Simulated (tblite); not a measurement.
# C4H9GeNO3: the cost of one run

Computed with tblite 0.8.0 and PySCF 2.14.0, with density-fitted response routines of our own, on a single molecule, in the gas phase or a continuum. Atoms count from 0, in the outputs and in this text.

## 1. The molecule as given

18 atoms, charge 0, multiplicity 1; geometry from: force field or distance geometry start.

Bonds of the start (Å): C0–C1 1.51, C1–O2 1.27, C1–N3 1.43, N3–Ge4 1.87, Ge4–O5 1.77, O5–C6 1.40, C6–C7 1.54, C7–O8 1.40, O8–Ge4 1.77, C0–H9 1.10, C0–H10 1.11, C0–H11 1.10, N3–H12 1.03, Ge4–H13 1.55, C6–H14 1.12, C6–H15 1.11, C7–H16 1.11, C7–H17 1.12.

## 2. Optimising the geometry with GFN2-xTB

The job: settings as JSON, then the geometry in Å.

```
{"job": {"kind": "relax", "xc": "GFN2-xTB", "basis": "xTB"}, "charge": 0, "multiplicity": 1}
C      3.453800    -0.508400    -0.227900
C      2.184300     0.135400     0.261900
O      2.148100     0.568700     1.454700
N      1.041600     0.216800    -0.588200
Ge    -0.561900     0.973900     0.004200
O     -1.260000     0.020300     1.316700
C     -2.301000    -0.650500     0.670200
C     -2.849600     0.182800    -0.498000
O     -1.812300     0.766200    -1.235700
H      3.705100    -0.086100    -1.215400
H      3.288600    -1.602200    -0.324600
H      4.280500    -0.320000     0.477600
H      1.082100    -0.172700    -1.539900
H     -0.378900     2.461900     0.392100
H     -3.117600    -0.844300     1.406000
H     -1.931600    -1.631600     0.311100
H     -3.527100     0.978500    -0.110700
H     -3.453000    -0.482300    -1.172400
```

Command:

```sh
OMP_NUM_THREADS=1 python probes_run.py task.json out
```

One launch serves the whole session: the jobs run in the order shown.

**Question.** How long does this first job take on 1 thread of Arm Neoverse N1, shared host, and how much memory does it need?

About 1.1 s, with a peak of 0.18 GiB.
